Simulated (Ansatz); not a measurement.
The system is MgB.

```
CELL_PARAMETERS angstrom
2.89515 0.00000 0.00000
0.00000 2.89515 0.00000
0.00000 0.00000 2.89515
ATOMIC_POSITIONS crystal
Mg 0.00000 0.00000 0.00000
B 0.50000 0.50000 0.50000
```

The cell was built by a generator and needn't be a form met in nature.

| Quantity | Value |
| --- | --- |
| Program | Ansatz 0.2.0 |
| Task | relaxation of cell and atoms |
| Functional | HF |
| Potentials or basis | Ansatz PAW |
| Cutoff | 420 eV (not typed: the program's choice for these potentials) |
| k mesh | 5 × 5 × 5 |
| Occupations | fermi-dirac, width 0.05 eV |
| Spin | no spin polarisation |

At the start: volume 12.13 Å³/atom.

Problem. Where does the relaxation end?

Solution. It ends after 4 steps and the volume is 12.71 Å³/atom (+4.8 %); space group Pm-3m (No. 221, to 0.05 Å).

The path:
| step | energy change (eV) | largest force (eV/Å) | volume (Å³) |
| --- | --- | --- | --- |
| 1 | 0.0000 | 0.0000 | 24.27 |
| 2 | -0.0150 | 0.0000 | 25.27 |
| 3 | -0.0153 | 0.0000 | 25.42 |
| 4 | -0.0158 | 0.0000 | 25.42 |

Final structure:
```cif
data_structure
_symmetry_space_group_name_H-M 'P 1'
_symmetry_Int_Tables_number 1
_cell_length_a 2.9404
_cell_length_b 2.9404
_cell_length_c 2.9404
_cell_angle_alpha 90.000
_cell_angle_beta 90.000
_cell_angle_gamma 90.000
_cell_volume 25.42
loop_
_atom_site_label
_atom_site_type_symbol
_atom_site_fract_x
_atom_site_fract_y
_atom_site_fract_z
_atom_site_occupancy
Mg1 Mg 0.00000 0.00000 0.00000 1
B1 B 0.50000 0.50000 0.50000 1
```

Caveat: the k mesh is coarse (spacing up to 0.43 Å⁻¹), so the values aren't converged, least of all with exact exchange; the plane-wave basis is chosen anew once the cell has moved, so the energies of steps on either side of that aren't comparable; the PAW data sets come from PBE, with cores solved anew for the run's functional, which leaves a small shift of forces and pressure.
